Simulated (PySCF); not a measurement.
# C₆H₁₀Si: runs on many settings

Aim: see how C₆H₁₀Si (`C=C[C@@H]1[SiH2][C@H]1C=C`) answers to the choice of functional, basis, grid and SCF options.

The runs use PySCF 2.14.0, with density-fitted response routines of our own; the level of theory stands in each step. All values are computed, except where a source is named. Atoms count from 0, in the outputs and in this text.

### 1 The molecule as given

17 atoms, charge 0, multiplicity 1; geometry from: GFN2-xTB.

Bonds of the start (Å): C0–C1 1.33, C1–C2 1.47, C2–Si3 1.90, Si3–C4 1.90, C4–C5 1.47, C5–C6 1.33, C4–C2 1.54, C0–H7 1.08, C0–H8 1.08, C1–H9 1.08, C2–H10 1.08, Si3–H11 1.45, Si3–H12 1.45, C4–H13 1.08, C5–H14 1.08, C6–H15 1.08, C6–H16 1.08.

### 2 NMR shieldings: PBE0/pcSseg-1

Job settings and geometry (Å):

```
{"job": {"kind": "nmr", "xc": "PBE0", "basis": "pcSseg-1"}, "charge": 0, "multiplicity": 1}
C     -2.691948     0.115143     0.220314
C     -1.792279     0.397259    -0.712828
C     -0.365954     0.061787    -0.678965
Si     0.218047    -1.685520    -0.217594
C      0.359949    -0.018894     0.681630
C      1.655388     0.646701     0.844646
C      2.568167     0.839920    -0.098196
H     -3.723706     0.401614     0.112880
H     -2.438945    -0.405828     1.128708
H     -2.115644     0.913504    -1.609232
H      0.201787     0.584736    -1.439738
H      1.420967    -2.200389    -0.843629
H     -0.796343    -2.623326     0.224979
H     -0.295965     0.139155     1.529625
H      1.865522     0.990349     1.850837
H      3.496254     1.342182     0.111752
H      2.427707     0.513637    -1.115100
```

Method: GIAO PBE0/pcSseg-1 NMR shielding, non-relativistic, gas phase.

The run is started by

```bash
$ OMP_NUM_THREADS=1 python probes_run.py task.json out
```

This one command runs all jobs of the session in turn.

What it wrote:

```text
coarse grid: 14344 points
cycle   1  E = -523.4941047014  dE =  8.611e-01  |g| = 4.650e-01  |ddm| = 3.773e+00
cycle   2  E = -523.4570542177  dE =  3.705e-02  |g| = 5.874e-01  |ddm| = 1.177e+00
cycle   3  E = -523.5569064565  dE = -9.985e-02  |g| = 7.021e-02  |ddm| = 7.603e-01
cycle   4  E = -523.5578939117  dE = -9.875e-04  |g| = 3.763e-02  |ddm| = 1.080e-01
cycle   5  E = -523.5582319933  dE = -3.381e-04  |g| = 1.218e-02  |ddm| = 4.039e-02
cycle   6  E = -523.5582712035  dE = -3.921e-05  |g| = 2.232e-03  |ddm| = 1.241e-02
cycle   7  E = -523.5582723875  dE = -1.184e-06  |g| = 5.471e-04  |ddm| = 2.797e-03
final grid: 132896 points
cycle   8  E = -523.6009396505  dE = -4.257e-05  |g| = 7.851e-03  |ddm| = 4.222e-02
cycle   9  E = -523.6009284027  dE =  1.125e-05  |g| = 9.981e-03  |ddm| = 1.834e-02
cycle  10  E = -523.6009562529  dE = -2.785e-05  |g| = 1.632e-03  |ddm| = 1.166e-02
cycle  11  E = -523.6009569353  dE = -6.823e-07  |g| = 3.285e-04  |ddm| = 1.767e-03
cycle  12  E = -523.6009569613  dE = -2.598e-08  |g| = 1.160e-04  |ddm| = 3.951e-04
cycle  13  E = -523.6009569646  dE = -3.317e-09  |g| = 2.856e-05  |ddm| = 1.344e-04
cycle  14  E = -523.6009569648  dE = -1.862e-10  |g| = 7.755e-06  |ddm| = 3.358e-05
converged SCF energy = -523.6009569648

GIAO shielding tensors (ppm)
atom      isotropic    diamagn.    paramagn.     s11        s22        s33       span
  0 C       74.887     256.631    -181.744    -36.027     88.075    172.612    208.639
  1 C       36.710     251.112    -214.402    -86.191     36.290    160.032    246.223
  2 C      161.102     255.973     -94.871    133.192    149.967    200.148     66.956
  3 Si     447.949     882.582    -434.632    349.245    374.998    619.605    270.361
  4 C      161.197     255.976     -94.779    133.261    150.094    200.237     66.976
  5 C       36.706     251.112    -214.407    -86.271     36.380    160.008    246.280
  6 C       74.875     256.623    -181.748    -36.103     88.120    172.608    208.711
  7 H       26.725      28.589      -1.864     24.306     25.419     30.449      6.142
  8 H       27.031      33.809      -6.778     22.971     25.266     32.855      9.884
  9 H       24.639      30.158      -5.519     22.586     23.662     27.670      5.084
 10 H       29.765      34.543      -4.778     24.162     28.923     36.211     12.048
 11 H       28.718      31.163      -2.445     23.509     26.907     35.738     12.230
 12 H       28.721      31.162      -2.441     23.511     26.915     35.738     12.227
 13 H       29.768      34.555      -4.787     24.156     28.931     36.218     12.062
 14 H       24.639      30.163      -5.525     22.580     23.662     27.674      5.094
 15 H       26.728      28.596      -1.868     24.304     25.422     30.457      6.154
 16 H       27.033      33.808      -6.774     22.972     25.273     32.855      9.883
```

Wall time 23 s (1 thread of Arm Neoverse V1, shared host); peak memory 0.8 GiB.

The references, computed at this level on geometries of the same kind, shield at (ppm): ¹H TMS 31.72, ¹³C TMS 186.9, ²⁹Si TMS 349.2. Their shielding less the atom's gives the shift. The references are single molecules in the gas phase. Atoms listed in one row are averaged.

```tsv
atoms	environment	σ (ppm)	δ (ppm)	δ scaled to CDCl3
C1, C5	alkene CH	36.7	150.2	144.7
C0, C6	terminal =CH2 carbon	74.9	112.0	107.4
C2, C4	three-membered-ring carbon	161.1	25.8	23.2
H9, H14	hydrogen on an alkene CH	24.64	7.08	6.78
H7, H15	hydrogen on a terminal =CH2 carbon	26.73	4.99	4.81
H8, H16	hydrogen on a terminal =CH2 carbon	27.03	4.68	4.52
H11, H12	hydrogen on a silicon bonded to 2 C, in a 3-membered ring	28.72	3.00	–
H10, H13	hydrogen on a three-membered-ring carbon	29.77	1.95	1.94
Si3	silicon bonded to 2 C, 2 H, in a 3-membered ring	447.9	-98.8	–
```

The scaled column applies a straight-line fit of computed shieldings to shifts measured in CDCl3 (root-mean-square error 0.16 ppm for H, 1.9 ppm for C).

Charges from the same density, by scheme (e):

```tsv
atoms	Mulliken	IAO	Hirshfeld	ESP fit
C0, C6	-0.19	-0.35	-0.12	-0.53
C1, C5	-0.13	-0.12	-0.04	0.00
C2, C4	-0.38	-0.35	-0.11	-0.19
Si3	0.56	0.64	0.31	0.05
```

Mayer bond orders: C0–C1 1.95, C1–C2 1.10, C2–Si3 0.87, Si3–C4 0.87, C4–C5 1.10, C5–C6 1.95, C4–C2 0.82.

Ring of atoms C2, Si3, C4: NICS(0) -29.2, NICS(1) -7.5, NICS(1)zz -18.9 ppm (means of both faces).

In rings of three or four atoms NICS is ruled by the nearby σ bonds, so it says little on aromaticity.

### 3 TDDFT and polarisability: PBE0/def2-SVPD

Settings changed since step 2:

```diff
@@ -1,2 +1,2 @@
-{"job": {"kind": "nmr", "xc": "PBE0", "basis": "pcSseg-1"}, "charge": 0, "multiplicity": 1}
+{"job": {"kind": "uv", "xc": "PBE0", "basis": "def2-SVPD", "nstates": 6, "ntriplets": 2}, "charge": 0, "multiplicity": 1}
 C     -2.691948     0.115143     0.220314
```

With the program's defaults for keys left out, this is: TDDFT PBE0/def2-SVPD, vertical, gas phase, core orbitals frozen in the response.

What it wrote:

```text
coarse grid: 14344 points
cycle   1  E = -523.2612940510  dE =  8.005e-01  |g| = 4.462e-01  |ddm| = 6.853e+00
cycle   2  E = -523.2220608717  dE =  3.923e-02  |g| = 5.733e-01  |ddm| = 2.195e+00
cycle   3  E = -523.3213058851  dE = -9.925e-02  |g| = 6.858e-02  |ddm| = 1.232e+00
cycle   4  E = -523.3222310436  dE = -9.252e-04  |g| = 3.995e-02  |ddm| = 2.474e-01
cycle   5  E = -523.3226292828  dE = -3.982e-04  |g| = 1.185e-02  |ddm| = 8.148e-02
cycle   6  E = -523.3226675699  dE = -3.829e-05  |g| = 2.061e-03  |ddm| = 2.571e-02
cycle   7  E = -523.3226686191  dE = -1.049e-06  |g| = 5.186e-04  |ddm| = 5.668e-03
final grid: 132896 points
cycle   8  E = -523.3951639042  dE = -4.983e-05  |g| = 7.617e-03  |ddm| = 2.456e-01
cycle   9  E = -523.3951518582  dE =  1.205e-05  |g| = 9.902e-03  |ddm| = 3.511e-02
cycle  10  E = -523.3951802496  dE = -2.839e-05  |g| = 1.556e-03  |ddm| = 2.008e-02
cycle  11  E = -523.3951809053  dE = -6.557e-07  |g| = 2.939e-04  |ddm| = 3.500e-03
cycle  12  E = -523.3951809266  dE = -2.124e-08  |g| = 1.237e-04  |ddm| = 9.587e-04
cycle  13  E = -523.3951809308  dE = -4.194e-09  |g| = 3.013e-05  |ddm| = 3.510e-04
cycle  14  E = -523.3951809310  dE = -2.224e-10  |g| = 7.511e-06  |ddm| = 9.027e-05
converged SCF energy = -523.3951809310

Static polarisability (au): isotropic 101.294, principal 82.843 97.669 123.370

Singlet excitations
state   eV       nm        f      main configurations
  1   4.9391    251.0   0.11065   H->L 0.96
  2   5.1455    241.0   0.07149   H-1->L 0.90, H->L+1 0.08
  3   5.5295    224.2   0.19498   H->L+1 0.85
  4   6.0531    204.8   0.00761   H->L+2 0.92
  5   6.0742    204.1   0.05129   H-1->L+1 0.66, H->L+3 0.28
  6   6.2661    197.9   0.00925   H->L+3 0.53, H-1->L+1 0.23, H->L+4 0.15

Triplet excitations (Tamm-Dancoff, eV): 3.6544 3.8512
```

Run time: 36 s. Hardware: 1 thread of Arm Neoverse V1, shared host; peak memory 0.87 GiB.

Frontier orbitals and where they lie:

```tsv
orbital	eV	atoms
HOMO−3	-9.50	C4 18 %, C2 18 %, C5 12 %
HOMO−2	-8.66	C1 17 %, C5 17 %, C4 12 %
HOMO−1	-6.72	C6 18 %, C0 18 %, C5 13 %
HOMO	-6.36	Si3 22 %, C2 14 %, C4 14 %
LUMO	-0.61	Si3 29 %, C1 9 %, C5 9 %
LUMO+1	0.20	Si3 14 %, C5 13 %, C1 13 %
LUMO+2	0.81	Si3 26 %, H12 12 %, H11 12 %
```

With each of the 6 states as a Gaussian band of 0.4 eV half-width at 1/e, the curve within the window shown has maxima at 230 nm (ε 10,000) L/(mol cm). Beyond the last state computed it falls off for lack of states. The curve at chosen wavelengths:

```csv
nm,ε (L/mol/cm)
189,740
193,1435
197,2292
201,3182
204,3863
208,4888
212,6152
216,7588
220,8926
224,9880
227,10260
231,10364
235,10150
239,9750
243,9211
247,8516
250,7877
254,6877
258,5763
262,4622
266,3546
270,2607
273,2014
277,1380
281,911
285,582
```

Ground-state properties from the same run:

```tsv
property	computed
dipole moment (D)	0.64
polarisability (Å³)	15.01
HOMO–LUMO gap (eV)	5.75
−ε(HOMO) (eV)	6.36
```

### 4 J couplings: PW91/6-31++G**

Settings changed since step 3:

```diff
@@ -1,2 +1,2 @@
-{"job": {"kind": "uv", "xc": "PBE0", "basis": "def2-SVPD", "nstates": 6, "ntriplets": 2}, "charge": 0, "multiplicity": 1}
+{"job": {"kind": "j", "xc": "PW91", "basis": "6-31++G**"}, "charge": 0, "multiplicity": 1}
 C     -2.691948     0.115143     0.220314
```

Method: PW91/6-31++G** indirect spin-spin coupling, non-relativistic, gas phase.

What it wrote:

```text
coarse grid: 14344 points
cycle   1  E = -523.8685177946  dE =  6.861e-01  |g| = 6.772e-01  |ddm| = 9.529e+00
cycle   2  E = -523.4477124562  dE =  4.208e-01  |g| = 1.306e+00  |ddm| = 1.535e+01
cycle   3  E = -523.9986666499  dE = -5.510e-01  |g| = 1.881e-01  |ddm| = 1.342e+01
cycle   4  E = -524.0076375990  dE = -8.971e-03  |g| = 1.048e-01  |ddm| = 2.538e+00
cycle   5  E = -524.0100239961  dE = -2.386e-03  |g| = 4.685e-02  |ddm| = 6.800e-01
cycle   6  E = -524.0107173481  dE = -6.934e-04  |g| = 1.089e-02  |ddm| = 2.127e-01
cycle   7  E = -524.0107507904  dE = -3.344e-05  |g| = 2.686e-03  |ddm| = 7.936e-02
cycle   8  E = -524.0107528306  dE = -2.040e-06  |g| = 4.948e-04  |ddm| = 2.660e-02
final grid: 132896 points
cycle   9  E = -523.9215663821  dE = -5.403e-05  |g| = 1.185e-02  |ddm| = 3.796e-01
cycle  10  E = -523.9214760027  dE =  9.038e-05  |g| = 2.064e-02  |ddm| = 1.829e-01
cycle  11  E = -523.9216018395  dE = -1.258e-04  |g| = 4.133e-03  |ddm| = 1.643e-01
cycle  12  E = -523.9216069533  dE = -5.114e-06  |g| = 8.460e-04  |ddm| = 2.678e-02
cycle  13  E = -523.9216071646  dE = -2.113e-07  |g| = 3.292e-04  |ddm| = 7.576e-03
cycle  14  E = -523.9216071962  dE = -3.161e-08  |g| = 5.069e-05  |ddm| = 1.143e-03
cycle  15  E = -523.9216071968  dE = -5.639e-10  |g| = 2.286e-05  |ddm| = 3.621e-04
converged SCF energy = -523.9216071968

Indirect spin-spin couplings (Hz)
  i      j    bonds     total        FC       PSO       DSO        SD
  0 C    1 C    1     84.199    91.733    -7.696     0.161         -
  0 C    2 C    2     -1.292    -0.990    -0.278    -0.023         -
  0 C    3 Si   3     -6.124    -6.384    -0.224     0.007     0.477
  0 C    4 C    3      3.270     3.331    -0.085     0.024         -
  0 C    6 C    5      0.242     0.263     0.027    -0.049         -
  0 C    7 H    1    168.116   167.000     0.481     0.634         -
  0 C    8 H    1    161.591   160.365     0.497     0.728         -
  0 C    9 H    2     -1.308     0.290    -1.101    -0.496         -
  0 C   10 H    3      5.863     6.138     0.205    -0.480         -
  0 C   11 H    4      0.344     0.562     0.130    -0.347         -
  1 C    2 C    1     66.752    68.338    -1.852     0.266         -
  1 C    3 Si   2      5.019     4.872     0.291     0.004    -0.147
  1 C    4 C    2     -1.536    -1.308    -0.258     0.030         -
  1 C    5 C    3      1.365     1.354     0.045    -0.034         -
  1 C    7 H    2     -1.072     0.621    -1.194    -0.500         -
  1 C    8 H    2     -3.050    -1.259    -1.340    -0.450         -
  1 C    9 H    1    162.180   161.111     0.179     0.890         -
  1 C   10 H    2     -4.804    -4.423    -0.308    -0.073         -
  1 C   11 H    3      0.277     0.519     0.112    -0.354         -
  1 C   12 H    3      1.785     1.832    -0.060     0.013         -
  1 C   13 H    3      5.415     5.501    -0.243     0.158         -
  1 C   15 H    5     -0.189    -0.114     0.144    -0.219         -
  2 C    3 Si   1    -21.648   -23.478     1.328    -0.107     0.609
  2 C    4 C    1     22.736    23.350    -0.904     0.290         -
  2 C    5 C    2     -1.539    -1.311    -0.258     0.030         -
  2 C    6 C    3      3.270     3.330    -0.084     0.024         -
  2 C    7 H    3     10.030    10.276     0.178    -0.424         -
  2 C    8 H    3      6.422     6.444    -0.074     0.052         -
  2 C    9 H    2      6.046     6.304    -0.139    -0.119         -
  2 C   10 H    1    164.302   162.528     0.614     1.159         -
  2 C   11 H    2      1.213     1.399     0.075    -0.261         -
  2 C   12 H    2     -1.380    -1.239     0.109    -0.251         -
  2 C   13 H    2     -2.019    -2.185     0.174    -0.008         -
  2 C   14 H    3      3.409     3.551     0.188    -0.331         -
  2 C   15 H    4     -0.647    -0.577     0.182    -0.252         -
  2 C   16 H    4     -0.349    -0.502    -0.173     0.327         -
  3 Si   4 C    1    -21.621   -23.450     1.330    -0.107     0.606
  3 Si   5 C    2      4.993     4.846     0.291     0.004    -0.147
  3 Si   6 C    3     -6.086    -6.346    -0.223     0.007     0.476
  3 Si   7 H    4      3.116     3.064    -0.217     0.204     0.064
  3 Si   8 H    4      2.387     2.599     0.071    -0.100    -0.183
  3 Si   9 H    3     -1.764    -1.902    -0.053     0.229    -0.037
  3 Si  10 H    2      3.608     3.255     0.050     0.137     0.167
  3 Si  11 H    1   -223.675  -223.643     0.689    -0.253    -0.468
  3 Si  12 H    1   -223.766  -223.735     0.689    -0.253    -0.467
  3 Si  13 H    2      3.590     3.237     0.050     0.137     0.167
  3 Si  14 H    3     -1.766    -1.904    -0.053     0.229    -0.038
  3 Si  15 H    4      3.093     3.042    -0.217     0.205     0.063
  3 Si  16 H    4      2.371     2.582     0.071    -0.100    -0.182
  4 C    5 C    1     66.733    68.318    -1.851     0.266         -
  4 C    6 C    2     -1.289    -0.986    -0.279    -0.024         -
  4 C    7 H    4     -0.637    -0.567     0.182    -0.252         -
  4 C    8 H    4     -0.344    -0.498    -0.174     0.328         -
  4 C    9 H    3      3.412     3.555     0.189    -0.331         -
  4 C   10 H    2     -2.010    -2.176     0.174    -0.008         -
  4 C   11 H    2     -1.406    -1.264     0.109    -0.251         -
  4 C   12 H    2      1.182     1.367     0.074    -0.259         -
  4 C   13 H    1    164.173   162.397     0.616     1.160         -
  4 C   14 H    2      6.072     6.330    -0.139    -0.120         -
  4 C   15 H    3     10.029    10.275     0.177    -0.424         -
  4 C   16 H    3      6.416     6.439    -0.074     0.051         -
  5 C    6 C    1     84.159    91.696    -7.698     0.161         -
  5 C    7 H    5     -0.189    -0.115     0.144    -0.219         -
  5 C   10 H    3      5.412     5.496    -0.242     0.158         -
  5 C   11 H    3      1.790     1.838    -0.060     0.012         -
  5 C   12 H    3      0.285     0.527     0.112    -0.354         -
  5 C   13 H    2     -4.839    -4.457    -0.309    -0.072         -
  5 C   14 H    1    162.193   161.123     0.179     0.890         -
  5 C   15 H    2     -1.092     0.603    -1.195    -0.500         -
  5 C   16 H    2     -3.039    -1.248    -1.340    -0.451         -
  6 C   12 H    4      0.334     0.551     0.130    -0.347         -
  6 C   13 H    3      5.869     6.144     0.205    -0.480         -
  6 C   14 H    2     -1.311     0.288    -1.102    -0.496         -
  6 C   15 H    1    168.063   166.947     0.481     0.635         -
  6 C   16 H    1    161.575   160.350     0.497     0.728         -
  7 H    8 H    2     -2.769    -2.157     2.701    -3.313         -
  7 H    9 H    3     10.092    10.512     0.146    -0.565         -
  7 H   10 H    4     -0.238     0.295     1.085    -1.618         -
  7 H   11 H    5     -1.082    -0.410     0.625    -1.298         -
  7 H   13 H    5     -0.261    -0.062     0.499    -0.698         -
  7 H   14 H    6     -0.293    -0.057     0.530    -0.766         -
  7 H   15 H    7     -0.195     0.077     0.533    -0.805         -
  7 H   16 H    7     -0.222     0.035     0.493    -0.750         -
  8 H    9 H    3     14.282    15.766     1.715    -3.198         -
  8 H   10 H    4     -1.222    -0.640     1.149    -1.731         -
  8 H   11 H    5     -1.200    -0.259     0.344    -1.285         -
  8 H   12 H    5      0.902     0.207    -0.782     1.478         -
  8 H   13 H    5      0.712    -0.337    -1.945     2.994         -
  8 H   15 H    7     -0.222     0.034     0.493    -0.750         -
  8 H   16 H    7     -0.242     0.005     0.435    -0.682         -
  9 H   10 H    3      7.876     7.572    -0.148     0.451         -
  9 H   11 H    4     -0.638    -0.040     0.570    -1.168         -
  9 H   12 H    4     -0.691    -0.268     0.607    -1.030         -
  9 H   13 H    4     -0.746    -0.275     0.925    -1.395         -
  9 H   15 H    6     -0.295    -0.058     0.530    -0.767         -
 10 H   11 H    3      2.104     2.211     0.037    -0.143         -
 10 H   12 H    3      0.024     1.310     0.943    -2.228         -
 10 H   13 H    3      5.994     6.603     1.611    -2.221         -
 10 H   14 H    4     -0.743    -0.273     0.924    -1.394         -
 10 H   15 H    5     -0.256    -0.057     0.499    -0.698         -
 10 H   16 H    5      0.720    -0.326    -1.938     2.984         -
 11 H   12 H    2     26.650    28.847     0.584    -2.782         -
 11 H   13 H    3      0.023     1.308     0.942    -2.227         -
 11 H   14 H    4     -0.692    -0.268     0.607    -1.031         -
 11 H   16 H    5      0.899     0.205    -0.780     1.473         -
 12 H   13 H    3      2.144     2.247     0.035    -0.138         -
 12 H   14 H    4     -0.640    -0.044     0.570    -1.166         -
 12 H   15 H    5     -1.077    -0.405     0.625    -1.297         -
 12 H   16 H    5     -1.196    -0.257     0.344    -1.284         -
 13 H   14 H    3      7.894     7.589    -0.152     0.457         -
 13 H   15 H    4     -0.234     0.298     1.085    -1.617         -
 13 H   16 H    4     -1.218    -0.636     1.149    -1.732         -
 14 H   15 H    3     10.107    10.526     0.143    -0.562         -
 14 H   16 H    3     14.282    15.766     1.715    -3.200         -
 15 H   16 H    2     -2.778    -2.165     2.703    -3.316         -
```

Wall time 45 s (1 thread of Arm Neoverse V1, shared host); peak memory 0.64 GiB.

This basis has no tight s functions, so the Fermi-contact terms are rough.

A choice of the couplings up to four bonds, sorted by the number of bonds, with means over like pairs; isotopes 13C, 1H, 29Si:

```tsv
pair	bonds	J (Hz)	Fermi contact (Hz)	dihedral (°)
Si3–H11	1	-223.7	-223.7	–
C0–H7	1	168.1	167.0	–
C2–H10	1	164.2	162.5	–
C1–H9	1	162.2	161.1	–
C0–H8	1	161.6	160.4	–
C0–C1	1	84.2	91.7	–
C1–C2	1	66.7	68.3	–
C2–C4	1	22.7	23.4	–
C2–Si3	1	-21.6	-23.5	–
H11–H12	2	26.6	28.8	–
C2–H9	2	6.1	6.3	–
C1–Si3	2	5.0	4.9	–
C1–H10	2	-4.8	-4.4	–
Si3–H10	2	3.6	3.2	–
C1–H8	2	-3.0	-1.3	–
H7–H8	2	-2.8	-2.2	–
C2–H13	2	-2.0	-2.2	–
C1–C4	2	-1.5	-1.3	–
H8–H9	3	14.3	15.8	179
H7–H9	3	10.1	10.5	-1
C2–H7	3	10.0	10.3	180
H9–H10	3	7.9	7.6	14
C2–H8	3	6.4	6.4	0
C0–Si3	3	-6.1	-6.4	48
H10–H13	3	6.0	6.6	139
C0–H10	3	5.9	6.1	-167
C1–H13	3	5.4	5.5	3
Si3–H7	4	3.1	3.1	–
Si3–H8	4	2.4	2.6	–
H8–H10	4	-1.2	-0.6	–
```

The spin-dipole term was solved for some atoms only; pairs without it lack that part.

Shifts (PBE0/pcSseg-1, unscaled) and these couplings together give the proton spectrum at 300 MHz below.

¹H NMR δ 7.08 (ddd, J = 14.3, 10.1, 7.9 Hz, 2H), 4.99 (ddd, J = 10.1, 2.8, 1.1 Hz, 2H), 4.68 (ddt, J = 14.3, 2.8, 1.2 Hz, 2H), 3.00 (dt, J = 2.1, 1.1 Hz, 2H), 1.95 (ddd, J = 7.9, 2.1, 1.2 Hz, 2H). The letters are first-order; like nuclei with unlike couplings give more lines.

[end of part 1 of 2]
